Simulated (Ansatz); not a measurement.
**CH₆AlNS: basis-set convergence**

An exercise on one series of results from a longer session: the logs are not shown, and one member is left open.

Computed with Ansatz 0.2.0, Gaussian basis. Level: one geometry, several basis sets.

The runs, in order: PBE0-D4/def2-SVP; ωB97M-V/def2-SVP; PBE0-D4/def2-QZVPP; ωB97M-V/def2-QZVPP; the functionals' def2-TZVPP values are taken from earlier runs.

## The relaxed structure

An earlier PBE0-D4 in a triple-zeta def2 set relaxation fixed the geometry.

10 atoms, charge 0, spin multiplicity 1.

Atoms are counted from 1 here; the program's logs count them from 0.

Bond lengths: N1–C2 1.524 Å, N1–Al3 1.994 Å, N1–H5 1.013 Å, N1–H6 1.012 Å, C2–Al3 1.969 Å, C2–S4 1.757 Å, C2–H7 1.087 Å, Al3–H8 1.584 Å, Al3–H9 1.585 Å, S4–H10 1.353 Å. Angles: C2–N1–Al3 66.5°, C2–N1–H5 110.9°, C2–N1–H6 114.5°, Al3–N1–H5 117.6°, Al3–N1–H6 128.5°, H5–N1–H6 109.7°, N1–C2–Al3 68.2°, N1–C2–S4 115.3°, N1–C2–H7 109.2°, Al3–C2–S4 124.6°, Al3–C2–H7 116.3°, S4–C2–H7 113.7°, N1–Al3–C2 45.2°, N1–Al3–H8 110.3°, N1–Al3–H9 111.7°, C2–Al3–H8 118.7°, C2–Al3–H9 115.9°, H8–Al3–H9 125.1° and more.

Geometry (Å):

```mol
CH6AlNS
  3D, bonds by distance, orders not assigned

 10 10  0  0  0  0  0  0  0  0999 V2000
   -0.9339    0.0403   -0.1528 N   0  0
    0.5396    0.4309   -0.1458 C   0  0
    0.0823   -0.7224    1.3835 Al  0  0
    1.4598   -0.0899   -1.5487 S   0  0
   -1.1408   -0.5750   -0.9309 H   0  0
   -1.5754    0.8230   -0.1567 H   0  0
    0.6257    1.4942    0.0624 H   0  0
    0.2289   -2.2910    1.2221 H   0  0
   -0.2554    0.0258    2.7398 H   0  0
    1.0524    0.8129   -2.4699 H   0  0
  1  2  8  0
  1  3  8  0
  1  5  8  0
  1  6  8  0
  2  3  8  0
  2  4  8  0
  2  7  8  0
  3  8  8  0
  3  9  8  0
  4 10  8  0
M  END
```

Set-up of the first run:

The input, in.yaml:

```yaml
crystal:
  periodic: [false, false, false]
  atoms:
    - {symbol: N, position_ang: [-0.933923, 0.040300, -0.152790]}
    - {symbol: C, position_ang: [0.539623, 0.430949, -0.145800]}
    - {symbol: Al, position_ang: [0.082335, -0.722443, 1.383491]}
    - {symbol: S, position_ang: [1.459778, -0.089889, -1.548665]}
    - {symbol: H, position_ang: [-1.140790, -0.574998, -0.930907]}
    - {symbol: H, position_ang: [-1.575358, 0.822972, -0.156692]}
    - {symbol: H, position_ang: [0.625689, 1.494233, 0.062361]}
    - {symbol: H, position_ang: [0.228922, -2.290998, 1.222083]}
    - {symbol: H, position_ang: [-0.255436, 0.025813, 2.739808]}
    - {symbol: H, position_ang: [1.052362, 0.812861, -2.469888]}
basis:
  gaussian: {orbitals: def2-SVP}
hamiltonian: {xc: pbe0, dispersion: d4}
output: {orbitals: {seedname: orbitals}}
```

On the command line:

```bash
ansatz run in.yaml --threads 2 --pin off --events-out ev --progress --plain --max-ram 4352MiB
```

Steps of the session up to this table: PBE0-D4 in def2-SVP; ωB97M-V in def2-SVP; PBE0-D4 in def2-QZVPP; ωB97M-V in def2-QZVPP.

One table of the session follows, with a row left open; its other results are not shown here.

It belongs to the step «Density functionals: the series». 

| functional | basis | HOMO (eV) | LUMO (eV) |
| --- | --- | --- | --- |
| PBE0-D4 | def2-SVP | -7.02 | 0.26 |
| PBE0-D4 | def2-TZVPP | -7.13 | -0.09 |
| PBE0-D4 | def2-QZVPP | ? | ? |
| ωB97M-V | def2-SVP | -9.20 | 1.91 |
| ωB97M-V | def2-TZVPP | -9.32 | 1.37 |
| ωB97M-V | def2-QZVPP | -9.35 | 0.79 |

**Question.** Estimate the row for PBE0-D4, def2-QZVPP.

The run gave: HOMO (eV): -7.15; LUMO (eV): -0.33. In the column «HOMO (eV)» it lies between ωB97M-V, def2-SVP (-9.20) and PBE0-D4, def2-TZVPP (-7.13).
